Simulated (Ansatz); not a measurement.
A nudged elastic band was laid between two geometries of a periodic cell of 23 atoms, Si8NO14 (host SiO2, host structure P4_2/mnm, dopant N, one O atom removed), cell charge -1.

All numbers below come from Ansatz, DFT PBE, scalar-relativistic, plane waves, PAW. Settings: PAW set soft_1, cutoff 420 eV, k mesh 2x2x2, gaussian smearing 0.05 eV, no spin polarisation.

```yaml
movable_images: 3
climbing_image: yes
spring: 5.0 eV/Å²
optimiser: fire
start_path: IDPP
force_threshold: 0.05 eV/Å
iteration_limit: 80
end_points: relaxed
```

Initial state:

```xyz
23
Lattice="-4.1667 -4.1667 0.0000 4.1667 -4.1667 0.0000 0.0000 0.0000 5.3290" Properties=species:S:1:pos:R:3
Si 0.005 -4.160 0.006
Si 2.066 -2.055 1.339
O 1.310 -2.944 -0.007
N 0.841 -0.829 1.339
O -1.211 -5.465 -0.007
Si 0.005 -4.160 2.672
Si 2.107 -2.095 4.003
O 1.310 -2.944 2.684
O 0.831 -0.819 4.003
O -1.211 -5.465 2.684
O 3.376 -3.364 4.003
Si 0.015 -0.003 0.082
Si -2.086 -2.069 1.339
O -2.902 -2.849 0.005
O 0.808 -4.963 1.339
O -1.306 -1.253 0.005
O -0.808 -3.347 1.339
Si 0.014 -0.003 2.595
Si -2.102 -2.053 4.003
O -2.902 -2.849 2.673
O 0.805 -4.961 4.003
O -1.306 -1.253 2.673
O -0.816 -3.340 4.003
```

Final state:

Only the atoms that move by more than 0.05 Å are listed.
```
Si2 2.109 -2.109 1.332
O3 1.219 -2.864 -0.013
N4 -0.832 0.832 1.332
O5 -1.303 -5.386 -0.013
O8 1.219 -2.864 2.678
O10 -1.303 -5.386 2.678
O14 -2.851 -2.911 -0.001
O16 -1.255 -1.315 -0.001
Si19 -2.055 -2.112 3.997
O20 -2.851 -2.911 2.666
O22 -1.255 -1.315 2.666
```

Question: What changes between the two ends?

Answer: The atom that moves furthest is N4, by 2.36 Å; four of its nearest neighbours are Si18 1.72, Si12 1.72, Si2 1.73, O10 2.55 Å at the first end and Si12 1.72, Si18 1.72, Si2 1.73, O8 2.55 Å at the last.

Question: Give the energies along the band, and the barrier.

Answer: It converged. The highest image is number 2 of 0 to 4, 6.67 eV above the ends, which have the same energy within 2 meV. Neighbouring images differ by up to 3.7 eV, so the band resolves the path poorly. By the program's own check the climbing image is of a kind that is not told: the force calls were inconclusive, a negative curvature could not be distinguished from the path's own, the only one lies far off the path, or fixed occupations may fill a level only in part (lowest curvatures found: -17.01 and 0.75 eV/Å²). Limits of this set-up: coarse k mesh, no spin, though dangling bonds at a vacancy may carry it, a small cell, in which the defect meets its images, charged cell in a uniform background, uncorrected.

```csv
image,path coordinate (Å),energy (eV)
0,0.00,0.00
1,0.65,2.98
2,1.31,6.67
3,1.96,2.98
4,2.61,0.00
```

Question: What is the geometry of the highest image?

Answer: 
```xyz
23
Lattice="-4.1667 -4.1667 0.0000 4.1667 -4.1667 0.0000 0.0000 0.0000 5.3290" Properties=species:S:1:pos:R:3:forces:R:3
Si 0.003 -4.166 -0.024 0.00 0.00 0.00
Si 2.083 -2.087 1.336 -0.01 -0.01 0.00
O 1.246 -2.923 -0.094 0.00 0.00 0.00
N -0.052 -0.054 1.335 0.02 0.02 0.03
O -1.241 -5.411 -0.083 0.00 0.00 -0.01
Si 0.003 -4.166 2.694 0.00 0.00 0.00
Si 2.088 -2.082 4.000 0.00 0.00 0.00
O 1.246 -2.923 2.765 0.00 0.00 0.00
O 0.840 -0.820 4.000 0.00 0.00 0.00
O -1.242 -5.411 2.754 0.00 0.00 0.01
O 3.350 -3.330 4.000 0.00 0.00 0.00
Si 0.037 0.034 -0.154 0.00 0.00 -0.02
Si -2.048 -2.051 1.335 -0.01 -0.01 0.00
O -2.877 -2.880 -0.042 0.00 0.00 0.00
O 0.817 -4.972 1.335 0.00 -0.01 0.00
O -1.292 -1.295 -0.071 0.00 0.00 0.00
O -0.802 -3.352 1.335 -0.01 0.00 0.00
Si 0.037 0.034 2.825 0.00 0.00 -0.01
Si -2.083 -2.086 4.000 0.00 0.00 0.00
O -2.877 -2.880 2.713 0.00 0.00 0.00
O 0.812 -4.994 4.000 0.00 0.00 0.00
O -1.292 -1.295 2.742 0.01 0.01 0.00
O -0.824 -3.358 4.000 0.00 0.00 0.00
```

Run time: 19 min on 1 thread of Arm Neoverse V1 (shared host), peak memory 0.67 GiB.
